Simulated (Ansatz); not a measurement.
# RbNaMg6 (Amm2) in Ansatz: single point with PBEsol

Aim: the single point of RbNaMg6 with PBEsol.

Program: Ansatz 0.2.0. These are calculated values, not measurements. Logs are shortened: lines on timing, memory, paths and dates and some standing lists are left out, and cuts for length are marked.

## 1. The cell of the first run

Symmetry: Amm2, No. 38, orthorhombic system. Conventional cell: a = 5.479 Å, b = 6.512 Å, c = 13.128 Å, α = 90.00°, β = 90.00°, γ = 90.00°. Rb (site symmetry mm2) has 2 Na at 3.26 Å and 10 Mg at 3.56 to 3.73 Å as nearest neighbours. Mg (site symmetry mm2) has 8 Mg at 3.13 to 3.32 Å and 2 Rb at 3.56 Å as nearest neighbours. Mg (site symmetry mm2) is surrounded by 8 Mg at 3.26 to 3.39 Å and 2 Na at 3.48 Å. Mg (site symmetry m) is surrounded by 6 Mg at 3.13 to 3.37 Å and 2 Na at 3.50 Å and 2 Rb at 3.59 Å. Mg (site symmetry m) has 8 Mg at 3.25 to 3.39 Å and 2 Rb at 3.60 to 3.73 Å and 2 Na at 3.64 to 3.69 Å as nearest neighbours. Na (site symmetry mm2) is surrounded by 2 Rb at 3.26 Å and 10 Mg at 3.48 to 3.69 Å.

The cell comes from a database or a generator and needn't be the stable form of this composition.

## 2. Single point, PBEsol (another cell of the same crystal, with 8 atoms)

The input, input.yaml:

```yaml
crystal:
  lattice:
    - [5.479482, 0.0, 0.0]
    - [0.0, 7.3271583, 0.0]
    - [0.0, 4.4331954134, 5.8338689718]
  atoms:
    - { symbol: Rb, position: [0.5, 0.67897, 0.67897] }
    - { symbol: Mg, position: [0.0, 0.851634, 0.851634] }
    - { symbol: Mg, position: [0.0, 0.335254, 0.335254] }
    - { symbol: Mg, position: [0.0, 0.299397, 0.816057] }
    - { symbol: Mg, position: [0.0, 0.816057, 0.299397] }
    - { symbol: Mg, position: [0.5, 0.173435, 0.673695] }
    - { symbol: Mg, position: [0.5, 0.673695, 0.173435] }
    - { symbol: Na, position: [0.5, 0.171554, 0.171554] }
hamiltonian:
  xc: pbesol
  pseudopotentials: { kind: paw }
kpoints:
  mp_grid: { grid: [5, 5, 5] }
scf:
  occupations: { method: gaussian, width: 0.05 }
output:
  forces: true
  stress: true
  eigenvalues: true
```

Potentials or basis: Ansatz PAW.

Run with:

```
$ ansatz run input.yaml --threads 4 --pin off --max-ram 11264MiB --backend cpu --events-out ev --progress --plain --runs-dir out
```

Output:

```text
Warning: RAYON_NUM_THREADS=4 ignored (pool sized by the plan → 4); use --threads N
Engine: ansatz 0.2.0, x86_64-unknown-linux-gnu
Pseudopotentials: kind: paw
Pseudopotential: Rb, paw, valence charge 9, recommended cutoff 420 eV (normal), Rb.paw.azcp
Pseudopotential: Mg, paw, valence charge 10, recommended cutoff 420 eV (normal), Mg.paw.azcp
Pseudopotential: Na, paw, valence charge 9, recommended cutoff 420 eV (normal), Na.paw.azcp
Functional definition: PBEsol
  exchange = pbesol_x
  correlation = pbesol_c
Crystal: 8 atoms, lattice volume = 234.224 Å³
Basis set: ecut = 420 eV, 4565 PW (Γ), exchange–correlation on 80×100×100 points (8 copies of the dense FFT grid, shifted against one another)
Bands: 47, of which v1, the nominal top of the filled ones, is band 39 counted from 1 (38 counted from 0)
Symmetry: 4 space group operations
Space group: Amm2 (ITA 38), of the structure as read, at distance tolerance 6.2e-5 Å
k-points: 27 of 125 (time reversal used)
Non-local potential: Rb, projectors of the file, l = 0: 3, l = 1: 2, l = 2: 2
Non-local potential: Mg, projectors of the file, l = 0: 3, l = 1: 2, l = 2: 1
Non-local potential: Na, projectors of the file, l = 0: 3, l = 1: 2, l = 2: 1
PAW form: soft (Blöchl's): semilocal exchange-correlation on the pseudo side does not see the compensation charge
PAW frozen core: Rb, regenerated for the run's functional, and the local potential with it (the file was generated under x = pbe(κ = 0.804, μ = 0.2195149727645171), c = pbe(β = 0.06672455060314922))
PAW frozen core: Mg, regenerated for the run's functional, and the local potential with it (the file was generated under x = pbe(κ = 0.804, μ = 0.2195149727645171), c = pbe(β = 0.06672455060314922))
PAW frozen core: Na, regenerated for the run's functional, and the local potential with it (the file was generated under x = pbe(κ = 0.804, μ = 0.2195149727645171), c = pbe(β = 0.06672455060314922))
PAW one-centre angular grid: Rb, 110 points (default); XC on 64 Gauss nodes
PAW one-centre angular grid: Mg, 110 points (default); XC on 64 Gauss nodes
PAW one-centre angular grid: Na, 110 points (default); XC on 64 Gauss nodes
Initial density: superposition of atomic densities (neutral atoms: chi_scale 0, normalization atom), corrected by the library's trained network
Initial wavefunctions: pseudopotential atomic-orbital guess
Functional: x = pbesol(κ = 0.804, μ = 0.12345679012345678), c = pbesol(β = 0.046)
SCF iter   1: F=—  HF=-16163.451550 eV  |F-HF|=—  |Δ(HF+E_count)|=         —  Δρ=2.14e-3  dr2=2.49e-2  ethr=1.77e-3  ⟨swp⟩=10.6  Hψ=5859  notcnv=0  defer=3
preconditioner: auto → Kerker (q_TF=auto, 2.271 Å⁻¹)  [metal: Δε(μ)=0.051 eV  Ē_g=4.012 eV  σ=0.050 eV  W_gap=0.49  n_scr=48 (ndim 8)  ℏωp=9.1 eV  f_vac=0.000  D(μ)=2.98/eV (n_scr^D=12)]
SCF iter   2: F=—  HF=-16163.447010 eV  |F-HF|=—  |Δ(HF+E_count)|=   4.54e-3  Δρ=1.06e-3  dr2=1.15e-2  ethr=3.19e-5  ⟨swp⟩=2.4  Hψ=2060  notcnv=0  defer=9
SCF iter   3: F=—  HF=-16163.444488 eV  |F-HF|=—  |Δ(HF+E_count)|=   2.52e-3  Δρ=3.60e-4  dr2=1.77e-3  ethr=1.48e-5  ⟨swp⟩=2.0  Hψ=1371  notcnv=0  defer=9
SCF iter   4: F=—  HF=-16163.444011 eV  |F-HF|=—  |Δ(HF+E_count)|=   4.77e-4  Δρ=1.51e-4  dr2=1.06e-4  ethr=2.26e-6  ⟨swp⟩=2.0  Hψ=1462  notcnv=0  defer=9
SCF iter   5: F=—  HF=-16163.443990 eV  |F-HF|=—  |Δ(HF+E_count)|=   2.10e-5  Δρ=5.04e-5  dr2=1.09e-5  ethr=1.36e-7  ⟨swp⟩=2.0  Hψ=1602  notcnv=0  defer=9
SCF iter   6: F=—  HF=-16163.443868 eV  |F-HF|=—  |Δ(HF+E_count)|=   1.22e-4  Δρ=1.79e-5  dr2=1.86e-6  ethr=1.39e-8  ⟨swp⟩=2.0  Hψ=2109  notcnv=0  defer=9
SCF iter   7: F=—  HF=-16163.443867 eV  |F-HF|=—  |Δ(HF+E_count)|=   6.03e-7  Δρ=6.28e-6  dr2=1.02e-7  ethr=2.38e-9  ⟨swp⟩=2.0  Hψ=1599  notcnv=0  defer=9
SCF iter   8: F=-16163.443867 eV  HF=-16163.443867 eV  |F-HF|=9.31e-9  |Δ(HF+E_count)|=   1.16e-8  Δρ=1.83e-6  dr2=1.96e-8  ethr=1.28e-10  ⟨swp⟩=11.1  Hψ=5043  notcnv=0
SCF 1 converged in 8 iterations: F = -16163.443867 eV  dr2 = 1.96e-8
SCF converged after 8 iterations
Free energy (F): -16163.443867 eV
Harris-Foulkes:  -16163.443867 eV  (|F-HF|=9.31e-9)
Internal energy: -16163.438840 eV  (E = F + TS)
E sigma→0 (E₀):  -16163.441354 eV
Entropy (-TS):   -0.005027 eV (-0.628 meV/atom)
Fermi energy:    4.346323 eV
--- Per-component energies (eV) ---
  E_band       = -2521.759765
  E_kinetic    = 758.725978
  E_local      = -12255.550841  (includes V_loc(G=0)·N_el)
  E_nonlocal   = 871.324968
  E_hartree    = 4373.486065
  E_xc         = -332.339201
  E_vxc        = -399.418584  (∫ρ·V_xc dr)
  E_paw        = -4512.940086  (= ΣΔE_a)
  E_vpaw       = -243.814193  (= ΣTr[D̂ρ^β])
  E_aug_tail   = -0.000041  (compensation charges beyond the density's cutoff)
  E_ewald      = -5066.677220
  E_core_change = 0.531538  (= ΣΔE_core)
  E_smearing   = -0.005027  (= −TS)
  E_closure    = -0.000000  (closes the sum)
  Σ components = -16163.443867   (vs F -16163.443867, Δ=0.00e0)
--- Forces (eV/Å), atoms counted from 1 ---
  atom   1  Rb    -0.00000000     0.04061429     0.02014722
  atom   2  Mg     0.00000000     0.07509224     0.03725044
  atom   3  Mg    -0.00000000     0.04441125     0.02203075
  atom   4  Mg    -0.00000000    -0.09600398    -0.08577401
  atom   5  Mg     0.00000000    -0.12637898    -0.02454180
  atom   6  Mg     0.00000000     0.03889371     0.00495606
  atom   7  Mg     0.00000000     0.02747811     0.02796850
  atom   8  Na     0.00000000    -0.00409458    -0.00203117
  max |Σ_I F_I| component: 1.21e-5 eV/Å
--- Stress (GPa, compression-positive) ---
       -0.596100       0.000000      -0.000000
        0.000000      -0.659841      -0.183769
       -0.000000      -0.183769      -0.380546
  P = ⅓ Tr σ = -0.5455 GPa (-5.455 kbar)
--- Band table (eV; the first three rows and the last of 27) ---
  k-point 0: bands = ["-71.6119", "-71.5160", "-71.5152", "-71.4866", "-71.4006", "-71.3999", "-48.2192", "-38.5615", "-38.5525", "-38.5433", "-38.4670", "-38.4662", "-38.4657", "-38.4614", "-38.4527", "-38.4438", "-38.4406", "-38.4272", "-38.4133", "-38.3649", "-38.3631", "-38.3430", "-38.3306", "-38.3267", "-38.3258", "-23.4184", "-20.3705", "-20.2846", "-20.2736", "-7.7318", "-7.6188", "-7.5875", "-1.2874", "2.2727", "2.3209", "2.5738", "2.9493", "3.6085", "3.6938", "4.1221", "4.2489", "6.0703", "6.6604", "7.1671", "7.2038", "7.2172", "7.2893"]
  k-point 1: bands = ["-71.6119", "-71.5159", "-71.5152", "-71.4866", "-71.4006", "-71.4000", "-48.2192", "-38.5615", "-38.5525", "-38.5432", "-38.4669", "-38.4658", "-38.4658", "-38.4616", "-38.4518", "-38.4438", "-38.4416", "-38.4272", "-38.4134", "-38.3647", "-38.3633", "-38.3419", "-38.3318", "-38.3266", "-38.3259", "-23.4188", "-20.3697", "-20.2846", "-20.2736", "-7.7376", "-7.6199", "-7.5874", "-1.1072", "1.2546", "2.0782", "2.8897", "3.2886", "3.7228", "3.9628", "4.2052", "5.3999", "5.6801", "6.0971", "6.3311", "6.8963", "6.9988", "7.2645"]
  k-point 2: bands = ["-71.6119", "-71.5158", "-71.5153", "-71.4866", "-71.4004", "-71.4002", "-48.2192", "-38.5615", "-38.5525", "-38.5430", "-38.4667", "-38.4661", "-38.4651", "-38.4620", "-38.4499", "-38.4442", "-38.4435", "-38.4272", "-38.4136", "-38.3642", "-38.3637", "-38.3388", "-38.3350", "-38.3264", "-38.3261", "-23.4194", "-20.3683", "-20.2846", "-20.2736", "-7.7470", "-7.6215", "-7.5872", "-0.5898", "0.2357", "1.9743", "2.2423", "4.0608", "4.1111", "4.8052", "4.8609", "5.1238", "5.5402", "5.8424", "5.9341", "6.6646", "7.0642", "7.2948"]
  k-point 26: bands = ["-71.6119", "-71.5159", "-71.5152", "-71.4866", "-71.4006", "-71.4000", "-48.2192", "-38.5615", "-38.5525", "-38.5432", "-38.4668", "-38.4658", "-38.4657", "-38.4616", "-38.4519", "-38.4439", "-38.4416", "-38.4272", "-38.4134", "-38.3645", "-38.3632", "-38.3418", "-38.3318", "-38.3269", "-38.3259", "-23.4182", "-20.3697", "-20.2848", "-20.2736", "-7.7338", "-7.6279", "-7.6187", "-0.0076", "1.1286", "1.3295", "1.7962", "2.7247", "3.0426", "4.3747", "4.8719", "5.3702", "5.5365", "5.8049", "6.8806", "7.2991", "7.5867", "7.7635"]
```

Run time: 6.9 s. Hardware: 4 threads of Intel Xeon at 2.70GHz, shared host; peak memory 0.66 GiB.

Results:

```yaml
Free_energy: -16163.4439 eV
Pressure: -0.5 GPa
Largest_force: 0.129 eV/Å
Band_gap_on_the_k_mesh: none (metal or under the smearing width)
```

Forces in eV/Å, atoms in the order of the input:
```
Rb   0.000  0.041  0.020
Mg   0.000  0.075  0.037
Mg   0.000  0.044  0.022
Mg   0.000 -0.096 -0.086
Mg   0.000 -0.126 -0.025
Mg   0.000  0.039  0.005
Mg   0.000  0.027  0.028
Na   0.000 -0.004 -0.002
```

Stress tensor (GPa, compression positive):
```
-0.60  0.00  0.00
 0.00 -0.66 -0.18
 0.00 -0.18 -0.38
```

Caveat: the PAW data sets come from PBE, with cores solved anew for the run's functional, which leaves a small shift of forces and pressure.
